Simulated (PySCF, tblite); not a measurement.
**C₅H₁₁OPSi: infrared bands and NMR shifts**

What infrared bands and NMR shifts should C₅H₁₁OPSi (`C[P@@]1(=O)CCC=C1[SiH3]`) show?

Computed with tblite 0.8.0 and PySCF 2.14.0, with density-fitted response routines of our own, on a single molecule in the gas phase. Atoms are numbered from 0 throughout.

### 1 The molecule as given

19 atoms, charge 0, multiplicity 1; geometry from: GFN2-xTB.

Bonds of the start (Å): C0–P1 1.83, P1–O2 1.47, P1–C3 1.85, C3–C4 1.53, C4–C5 1.50, C5–C6 1.33, C6–Si7 1.87, C6–P1 1.81, C0–H8 1.09, C0–H9 1.09, C0–H10 1.09, C3–H11 1.09, C3–H12 1.09, C4–H13 1.09, C4–H14 1.09, C5–H15 1.08, Si7–H16 1.46, Si7–H17 1.46, Si7–H18 1.47.

### 2 Infrared spectrum with GFN2-xTB

What the job is given:

```
{"job": {"kind": "ir", "xc": "GFN2-xTB", "basis": "xTB"}, "charge": 0, "multiplicity": 1}
C     -0.226355     1.977015    -0.910365
P     -0.475917     0.846484     0.512411
O     -0.558261     1.550981     1.797666
C     -1.889391    -0.268349     0.094630
C     -1.266949    -1.516236    -0.532820
C      0.190029    -1.557859    -0.169720
C      0.757587    -0.470523     0.341376
Si     2.514253    -0.181603     0.921963
H     -1.037415     2.703737    -0.906517
H      0.713569     2.503636    -0.754458
H     -0.200502     1.442933    -1.855469
H     -2.623048     0.211017    -0.552986
H     -2.375987    -0.503536     1.044070
H     -1.353699    -1.488917    -1.623691
H     -1.767341    -2.427457    -0.196003
H      0.732330    -2.473162    -0.363564
H      3.301536    -1.352896     0.529041
H      2.522190     0.000852     2.370366
H      3.033569     1.013134     0.246609
```

**Question.** This job is followed by: GIAO PBE0/pcSseg-1 NMR shielding, non-relativistic, gas phase. Predict these results of the whole session: strongest single infrared mode (GFN2-xTB); zero-point energy (GFN2-xTB); 13C shifts against TMS (PBE0/pcSseg-1); 1H shifts against TMS (PBE0/pcSseg-1, means over atoms taken as alike); 31P shifts against H3PO4 (PBE0/pcSseg-1); 17O shifts against H2O (PBE0/pcSseg-1); 29Si shifts against TMS (PBE0/pcSseg-1).

**Answer**, as computed:

| quantity | value |
| --- | --- |
| strongest single infrared mode (GFN2-xTB) | 791 cm⁻¹, 380 km/mol |
| zero-point energy (GFN2-xTB) | 89.2 kcal/mol |
| 13C shifts against TMS (PBE0/pcSseg-1) | 163.9, 142.1, 35.5, 30.7, 19.8 ppm |
| 1H shifts against TMS (PBE0/pcSseg-1, means over atoms taken as alike) | 6.97, 4.33, 2.75, 2.34, 1.84, 1.82, 1.41 ppm |
| 31P shifts against H3PO4 (PBE0/pcSseg-1) | 47.4 ppm |
| 17O shifts against H2O (PBE0/pcSseg-1) | 128.2 ppm |
| 29Si shifts against TMS (PBE0/pcSseg-1) | -82.5 ppm |

**Reading.** No mode is imaginary among the 51: a minimum at this level. The strongest single mode, at 791 cm⁻¹, is spread over many atoms; the largest shares are those of H16, H18. Unscaled tight-binding wavenumbers are off by several per cent, some by more. Its intensities can rank the bands wrongly. The most deshielded hydrogen is H15 (hydrogen on an alkene CH), at 6.97 ppm: attached to an sp2 carbon and in the plane of the double bond. At PBE0/pcSseg-1: Shielding is most anisotropic at P1 (span 280 ppm, paramagnetic term -694 ppm).
